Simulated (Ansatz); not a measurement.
# CH3BFNO: small, medium and large basis sets

Aim: see how fast density functionals converge with the basis set for CH3BFNO.

The runs use Ansatz 0.2.0, Gaussian basis; one geometry, several basis sets.

Plan: PBE0-D4/def2-SVP; ωB97M-V/def2-SVP; PBE0-D4/def2-QZVPP; ωB97M-V/def2-QZVPP; the functionals' def2-TZVPP values are taken from earlier runs.

## (1) The geometry

The geometry comes from an earlier relaxation with PBE0-D4 in a triple-zeta def2 set; it is a stationary point, not always the lowest conformer.

SMILES `NC1(F)BO1`, 8 atoms, charge 0, spin multiplicity 1.

Atoms are counted from 1 here; the program's logs count them from 0.

Bond lengths: N1–C2 1.387 Å, N1–H6 1.009 Å, N1–H7 1.013 Å, C2–F3 1.372 Å, C2–B4 1.510 Å, C2–O5 1.462 Å, B4–O5 1.335 Å, B4–H8 1.182 Å. Angles: C2–N1–H6 112.2°, C2–N1–H7 112.6°, H6–N1–H7 110.3°, N1–C2–F3 113.8°, N1–C2–B4 127.1°, N1–C2–O5 115.3°, F3–C2–B4 118.6°, F3–C2–O5 108.3°, B4–C2–O5 53.3°, C2–B4–O5 61.5°, C2–B4–H8 160.7°, O5–B4–H8 137.7°, C2–O5–B4 65.2°.

Coordinates:

```
N    -0.4310    1.1484    0.1846
C     0.0541   -0.0612   -0.2896
F     0.1221   -0.1327   -1.6583
B     0.3376   -1.3072    0.5151
O     1.3469   -0.4730    0.2553
H    -1.4395    1.1701    0.2114
H    -0.0753    1.9416   -0.3362
H     0.1772   -2.3431    1.0619
```

## (2) PBE0-D4 in def2-SVP

in.yaml reads:

```yaml
crystal:
  periodic: [false, false, false]
  atoms:
    - {symbol: N, position_ang: [-0.430979, 1.148428, 0.184566]}
    - {symbol: C, position_ang: [0.054091, -0.061219, -0.289630]}
    - {symbol: F, position_ang: [0.122120, -0.132661, -1.658333]}
    - {symbol: B, position_ang: [0.337562, -1.307218, 0.515117]}
    - {symbol: O, position_ang: [1.346918, -0.472953, 0.255331]}
    - {symbol: H, position_ang: [-1.439473, 1.170071, 0.211366]}
    - {symbol: H, position_ang: [-0.075323, 1.941583, -0.336157]}
    - {symbol: H, position_ang: [0.177185, -2.343131, 1.061940]}
basis:
  gaussian: {orbitals: def2-SVP}
hamiltonian: {xc: pbe0, dispersion: d4}
output: {orbitals: {seedname: orbitals}}
```

Run with:

```bash
ansatz run in.yaml --threads 2 --pin off --events-out ev --progress --plain --max-ram 4352MiB
```

After this run come: ωB97M-V in def2-SVP; PBE0-D4 in def2-QZVPP; ωB97M-V in def2-QZVPP.

Q: Predict the results of all the runs planned. Wanted: PBE0-D4: double and triple zeta above quadruple; ωB97M-V: double and triple zeta above quadruple.

**Answer**, as computed:

| quantity | value |
| --- | --- |
| PBE0-D4: double and triple zeta above quadruple | 9.85, 0.44 eV |
| ωB97M-V: double and triple zeta above quadruple | 10.07, 0.41 eV |

**Reading.** PBE0-D4 gains 9.42 eV from double to triple zeta, then 0.44 eV more. Total energies overstate the basis error of differences, where much of it tends to cancel. The LUMO of ωB97M-V is positive and keeps falling with the basis (1.65 to 1.00 eV): an unbound level that the basis holds in place.
